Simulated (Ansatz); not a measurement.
# Zr8CO16F4: the cost of one run

Program: Ansatz 0.2.0. Level of theory: DFT PBE, plane waves, PAW, scalar-relativistic, no spin polarisation. These are calculated values, not measurements.

## 1. The system as given

The cell holds 29 atoms (CF4O16Zr8): a = 5.678 Å, b = 10.692 Å, c = 18.259 Å, α = 90.00°, β = 90.00°, γ = 90.00°.

Structure file:

```xyz
29
Lattice="5.6784 0.0000 0.0000 0.0000 10.6918 0.0000 0.0000 0.0000 18.2588" Properties=species:S:1:pos:R:3 pbc="T T T"
Zr    0.0000    0.0000    1.0000
Zr    4.2588    8.0188    2.4196
O     2.8392    7.5014    1.0000
O     0.0000    8.5362    1.0000
O     4.2588    5.8633    2.4196
O     4.2588   10.1744    2.4196
Zr    2.8392    5.3459    1.0000
Zr    1.4196    2.6729    2.4196
O     0.0000    2.1555    1.0000
O     2.8392    3.1903    1.0000
O     1.4196    0.5174    2.4196
O     1.4196    4.8285    2.4196
Zr    2.8392    0.0000    3.8392
Zr    1.4196    8.0188    5.2588
O     5.6784    7.5014    3.8392
O     2.8392    8.5362    3.8392
O     1.4196    5.8633    5.2588
O     1.4196   10.1744    5.2588
Zr    5.6784    5.3459    3.8392
Zr    4.2588    2.6729    5.2588
O     2.8392    2.1555    3.8392
O     5.6784    3.1903    3.8392
O     4.2588    0.5174    5.2588
O     4.2588    4.8285    5.2588
C     2.4245    6.0623    8.6388
F     1.1913    5.8339    8.1959
F     3.2381    5.1092    8.1959
F     2.8429    7.2435    8.1959
F     2.4245    6.0623    9.9688
```

## 2. Relaxing the start

input.yaml

```yaml
crystal:
  lattice:
    - [5.678356, 0.0, 0.0]
    - [0.0, 10.691773, 0.0]
    - [0.0, 0.0, 18.258767]
  atoms:
    - { symbol: Zr, position: [0.0, 0.0, 0.0547682] }
    - { symbol: Zr, position: [0.75, 0.75, 0.1325166] }
    - { symbol: O, position: [0.5, 0.7016075, 0.0547682] }
    - { symbol: O, position: [0.0, 0.7983925, 0.0547682] }
    - { symbol: O, position: [0.75, 0.5483925, 0.1325166] }
    - { symbol: O, position: [0.75, 0.9516075, 0.1325166] }
    - { symbol: Zr, position: [0.5, 0.5, 0.0547682] }
    - { symbol: Zr, position: [0.25, 0.25, 0.1325166] }
    - { symbol: O, position: [0.0, 0.2016075, 0.0547682] }
    - { symbol: O, position: [0.5, 0.2983925, 0.0547682] }
    - { symbol: O, position: [0.25, 0.0483925, 0.1325166] }
    - { symbol: O, position: [0.25, 0.4516075, 0.1325166] }
    - { symbol: Zr, position: [0.5, 0.0, 0.2102649] }
    - { symbol: Zr, position: [0.25, 0.75, 0.2880133] }
    - { symbol: O, position: [1.0, 0.7016075, 0.2102649] }
    - { symbol: O, position: [0.5, 0.7983925, 0.2102649] }
    - { symbol: O, position: [0.25, 0.5483925, 0.2880133] }
    - { symbol: O, position: [0.25, 0.9516075, 0.2880133] }
    - { symbol: Zr, position: [1.0, 0.5, 0.2102649] }
    - { symbol: Zr, position: [0.75, 0.25, 0.2880133] }
    - { symbol: O, position: [0.5, 0.2016075, 0.2102649] }
    - { symbol: O, position: [1.0, 0.2983925, 0.2102649] }
    - { symbol: O, position: [0.75, 0.0483925, 0.2880133] }
    - { symbol: O, position: [0.75, 0.4516075, 0.2880133] }
    - { symbol: C, position: [0.4269805, 0.5670056, 0.4731298] }
    - { symbol: F, position: [0.2098017, 0.5456439, 0.4488735] }
    - { symbol: F, position: [0.5702597, 0.4778663, 0.4488735] }
    - { symbol: F, position: [0.5006499, 0.6774839, 0.4488735] }
    - { symbol: F, position: [0.4269805, 0.5670056, 0.5459715] }
basis:
  ecutwfc: 420.0
kpoints:
  mp_grid: { grid: [2, 1, 1] }
hamiltonian:
  xc: pbe
  pseudopotentials: { kind: paw, azcp: { folder: soft_1 } }
scf:
  occupations: { method: fermi_dirac, width: 0.05 }
  lower_state_search: "off"
relax:
  f_tol: 0.08
  max_steps: 25
  adjacent_minimum: "off"
  constraints: [{ sites: [0, 2, 3, 6, 8, 9] }]
```

Run with:

```console
$ ansatz run input.yaml --threads 2 --pin off --max-ram 5120MiB --backend cpu --events-out ev --progress --plain --runs-dir out
```

What time and memory should one allow on 2 threads of Arm Neoverse V1, shared host?

About 2.9 min, with a peak of 1.7 GiB.
